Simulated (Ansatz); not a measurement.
# ZrN+ (quintet): the correlation ladder, def2-QZVPP

An exercise on one series of results from a longer session: the logs are not shown, and one member is left open.

Method: def2-QZVPP, core rule «outside noble gas», up to 5 orbitals frozen; program: Ansatz 0.2.0, Gaussian basis.

Plan: UHF; ROHF; CCSD(T) on UHF.

### The system

The geometry is a PBE0/def2-TZVP stationary point (not a proven minimum) of the parent state, kept for this charge and spin. No spin-orbit coupling is included. Elements past krypton take def2 core potentials.

2 atoms, charge 1, spin multiplicity 5.

Atoms are counted from 1 here; the program's logs count them from 0.

Bond lengths: Zr1–N2 1.771 Å.

As a file:

```
Zr    0.0000    0.0000    0.0000
N     0.0000    0.0000    1.7713
```

Set-up of the first run:

in.yaml reads:

```yaml
crystal:
  periodic: [false, false, false]
  atoms:
    - {symbol: Zr, position_ang: [0.000000, 0.000000, 0.000000]}
    - {symbol: N, position_ang: [0.000000, 0.000000, 1.771293]}
basis:
  gaussian: {orbitals: "def2-QZVPP.json"}
total_charge: 1
magnetization: {spin_polarized: true, initial_magnetization: 4}
hamiltonian: {xc: hf}
output: {orbitals: {seedname: orbitals}}
```

On the command line:

```console
$ ansatz run in.yaml --threads 1 --pin off --events-out ev --progress --plain --max-ram 4096MiB --backend cpu
```

Among the steps run: UHF; ROHF; CCSD(T) on UHF.

One table of the session follows, with a row left open; its other results are not shown here.

```
  method  from UCCSD(T) (kJ/mol)
    ROHF                       ?
     UHF                  +544.9
    UMP2                   +67.9
   UCCSD                   +25.0
UCCSD(T)                       0
```

**Question.** Estimate the row for ROHF.

**Answer.** from UCCSD(T) (kJ/mol): +569.2. In the column «from UCCSD(T) (kJ/mol)» it is the highest.
